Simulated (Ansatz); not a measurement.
Run this with Ansatz 0.2.0, Python API and show what comes out.

The script, `tae_brclh2sesi.py`:
```python
"""Atomisation energy of BrClH2SeSi at the given geometry."""

from collections import Counter

import ansatz as az
from ase import Atoms


def total_energy(molecule, charge=0, unpaired=0):
    calc = molecule.calculation().basis(gaussian="6-31G*").functional("hf")
    if charge:
        calc = calc.charge(charge)
    if unpaired:
        calc = calc.spin("collinear", total=unpaired)
    report = calc.run(threads=1, backend="cpu").report
    if report["published_state_doubts"]:
        print("  doubts:", report["published_state_doubts"])
    return report["free_energy_ev"]


def main() -> None:
    atoms = Atoms(["Cl", "Si", "Se", "Br", "H", "H"], positions=[
        (-1.7179, -0.9649, 0.8133),
        (-0.2104, -0.2057, -0.3981),
        (1.4797, 0.4942, 0.9158),
        (0.5877, -1.839, -1.763),
        (-0.6872, 0.9198, -1.223),
        (0.5901, 1.5315, 1.6089),
    ])
    brclh2sesi = az.Crystal.molecule_from_ase(atoms)

    # unpaired electrons of the ground-state atoms
    unpaired = {"Cl": 1, "Si": 2, "Se": 2, "Br": 1, "H": 1}
    counts = Counter(site.symbol for site in brclh2sesi.cartesian_sites)
    atom_energy = {s: total_energy(az.Crystal.molecule().atom(s, (0, 0, 0)), 0, unpaired[s]) for s in counts}
    whole = total_energy(brclh2sesi, 0, 0)
    for s, e in atom_energy.items():
        print(f"{s:2s} x{counts[s]}  {e:14.5f} eV")
    print(f"BrClH2SeSi: {whole:.5f} eV")
    split = sum(counts[s] * e for s, e in atom_energy.items()) - whole
    print(f"atomisation energy (no zero-point term): {96.485332 * split:.1f} kJ/mol, {split / sum(counts.values()):.3f} eV an atom")


if __name__ == "__main__":
    main()
```

```console
$ python tae_brclh2sesi.py
Cl x1    -12502.21600 eV
Si x1     -7859.51328 eV
Se x1    -65294.44998 eV
Br x1    -69990.07129 eV
H  x2       -13.55761 eV
BrClH2SeSi: -155685.27619 eV
atomisation energy (no zero-point term): 1149.2 kJ/mol, 1.985 eV an atom
```

1149.2 kJ/mol from the electronic energies, without the zero-point term.

Notes:
- Total energies depend on the basis set; only differences at equal settings carry meaning.
- The geometry is a force-field or estimated start, not a minimum of this method, and the basis set is short of its limit. All parts are taken at fixed geometry, without zero-point energy.
- Hartree-Fock leaves correlation out, so bond, atomisation and ionisation energies come out well too low.
- The spin-orbit lowering of heavy atoms is left out.
- Hardware and time: 4.2 s on 1 thread of Arm Neoverse V2, on a shared host, peak memory 0.33 GiB.

(Lines on the test bed's own set-up are left out of the output.)
